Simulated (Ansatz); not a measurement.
# TiHg: the cost of one run

All numbers are computed with the Python package of Ansatz 0.2.0. Level of theory: DFT LDA, plane waves, PAW.

### Step 1. The system

It takes space group P4/mmm (No. 123, tetragonal). Conventional cell: a = 3.009 Å, b = 3.009 Å, c = 4.041 Å, α = 90.00°, β = 90.00°, γ = 90.00°. Ti (site symmetry 4/mmm) is surrounded by 8 Hg at 2.93 Å and 4 Ti at 3.01 Å. Hg (site symmetry 4/mmm) is surrounded by 8 Ti at 2.93 Å and 4 Hg at 3.01 Å.

No structure file is read: the coordinates are typed or built in the script.

### Step 2. The script

Input file strain_tihg.py:

```python
import ansatz as az
import matplotlib.pyplot as plt
import numpy as np

VECTORS = np.array([
    [3.009, 0.0, 0.0],
    [0.0, 3.009, 0.0],
    [0.0, 0.0, 4.041],
])
SITES = [
    ("Ti", (0.5, 0.5, 0.5)),
    ("Hg", (0.0, 0.0, 0.0)),
]


def build(cell):
    crystal = az.Crystal(lattice=az.Lattice.of(cell))
    for symbol, position in SITES:
        crystal = crystal.atom(symbol, position)
    return crystal

values = np.linspace(-0.02, 0.02, 7)
energies = []
for d in values:
    strain = np.diag([d, d, (1 + d) ** -2 - 1])
    cell = VECTORS @ (np.eye(3) + strain)
    base = (
        build(cell).calculation()
        .occupations("Gaussian", width=0.01)
        .basis(630, density_ratio=6)
        .functional(az.Functional.LDA)
        .scf(self_checks="high")
        .kpoints(11, 11, 9)
    )
    data = base.run(threads=1, pin="off").report
    energies.append(data["free_energy_ev"] / len(SITES))
    print(f"d = {d:+.4f}  F = {energies[-1]:.5f} eV/atom")
energies = np.array(energies)

for value, e in zip(values, energies):
    print(f"strain {value:7.3f}   E - Emin = {1000 * (e - energies.min()):9.3f} meV/atom")
plt.figure(figsize=(4.5, 3))
plt.plot(values, 1000 * (energies - energies.min()), "o-")
plt.xlabel("strain")
plt.ylabel("meV/atom")
plt.tight_layout()
plt.savefig("strain.png", dpi=100)
curvature = 2 * np.polyfit(values, energies, 3)[1]
volume = abs(np.linalg.det(VECTORS)) / len(SITES)
print(f"d2E/dd2 over the volume: {curvature / volume * 160.21766:.1f} GPa")
```

### Step 3. The calls as engine input

The package turns the script's settings into the engine's input (first run):

```yaml
crystal:
  lattice:
    - [2.94882, 0.0, 0.0]
    - [0.0, 2.94882, 0.0]
    - [0.0, 0.0, 4.207621824239901]
  atoms:
    - { symbol: Ti, position: [0.5, 0.5, 0.5] }
    - { symbol: Hg, position: [0.0, 0.0, 0.0] }
basis:
  ecutwfc: 630.0
  ecutrho_ratio: 6
kpoints:
  mp_grid:
    grid: [11, 11, 9]
hamiltonian:
  xc: lda
scf:
  self_checks: high
  occupations:
    method: gaussian
    width: 0.01
```

### Step 4. Launch

Command:

```sh
python strain_tihg.py
```

Q: Estimate wall time and peak memory on 1 thread of Arm Neoverse V1, shared host.

About 50 s, with a peak of 0.51 GiB.
